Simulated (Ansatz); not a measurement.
**BGeH5 (singlet): from Hartree-Fock to the top rungs at a displaced geometry (v2), cc-pVDZ**

One table from this session's results is given with a row withheld; the runs are named, their logs left out.

Computed with Ansatz 0.2.0, Gaussian basis. Level: cc-pVDZ, core rule «outside noble gas», up to 15 orbitals frozen.

The runs, in order: UHF; CCSD(T) on RHF; BCCD(T) on RHF; CISD; CCSDT(Q) on RHF; CASSCF and MRCISD+Q, 8 electrons in 8 orbitals; CASSCF and NEVPT2, 8 electrons in 8 orbitals.

16 further runs of the same task are left out: 5 that didn't finish, 11 set aside as unsound or not needed.

## The system

The geometry is a PBE0/def2-TZVP stationary point (not a proven minimum) with its atoms shifted at random (size 0.100 Å). No spin-orbit coupling is included. The filled d shell of Ge may be among the frozen orbitals whatever the setting's name suggests; the logs give the count.

7 atoms, charge 0, spin multiplicity 1.

Atoms are counted from 1 here; the program's logs count them from 0.

Bond lengths: Ge1–B2 2.053 Å, Ge1–H3 1.520 Å, Ge1–H4 1.586 Å, Ge1–H5 1.655 Å, B2–H6 1.181 Å, B2–H7 1.319 Å. Angles: B2–Ge1–H3 114.5°, B2–Ge1–H4 113.9°, B2–Ge1–H5 101.6°, H3–Ge1–H4 112.2°, H3–Ge1–H5 108.0°, H4–Ge1–H5 105.3°, Ge1–B2–H6 126.3°, Ge1–B2–H7 117.9°, H6–B2–H7 113.0°.

The first run:

The input, in.yaml:

```yaml
crystal:
  periodic: [false, false, false]
  atoms:
    - {symbol: Ge, position_ang: [0.023435, 0.004243, 0.293317]}
    - {symbol: B, position_ang: [-0.141439, 0.019280, -1.752584]}
    - {symbol: H, position_ang: [-0.064819, 1.375644, 0.943475]}
    - {symbol: H, position_ang: [1.254495, -0.837646, 0.833290]}
    - {symbol: H, position_ang: [-1.320974, -0.856779, 0.730407]}
    - {symbol: H, position_ang: [0.048761, 0.943145, -2.463094]}
    - {symbol: H, position_ang: [-0.089314, -1.136970, -2.384868]}
basis:
  gaussian: {orbitals: cc-pVDZ}
magnetization: {spin_polarized: true, initial_magnetization: 0}
hamiltonian: {xc: hf}
output: {orbitals: {seedname: orbitals}}
```

On the command line:

```bash
$ ansatz run in.yaml --threads 1 --pin off --events-out ev --progress --plain --max-ram 2393MiB
```

Among the steps run: UHF; CCSD(T) on RHF; BCCD(T) on RHF; CISD; CCSDT(Q) on RHF; CASSCF and MRCISD+Q, 8 electrons in 8 orbitals; CASSCF and NEVPT2, 8 electrons in 8 orbitals.

One table of the session follows, with a row left open; its other results are not shown here.

| method | from RCCSDT(Q) (kcal/mol) |
| --- | --- |
| RHF | +149.87 |
| RMP2 | +32.61 |
| CISD | +16.42 |
| RCCSD | +4.03 |
| RCCSD(T) | ? |
| BCCD(T) | +0.76 |
| RCCSDT | +0.12 |
| RCCSDT(Q) | 0 |

**Question.** Estimate the row for RCCSD(T).

**Answer.** from RCCSDT(Q) (kcal/mol): +0.78. In the column «from RCCSDT(Q) (kcal/mol)» it lies between BCCD(T) (+0.76) and RCCSD (+4.03).

Left out of the table: CASSCF frontier, NEVPT2 frontier, MRCISD frontier, MRCISD+Q frontier (the active space lost an orbital or holds another state than full CI finds).

Limits of these values: Warnings in the runs' records: passed over end.
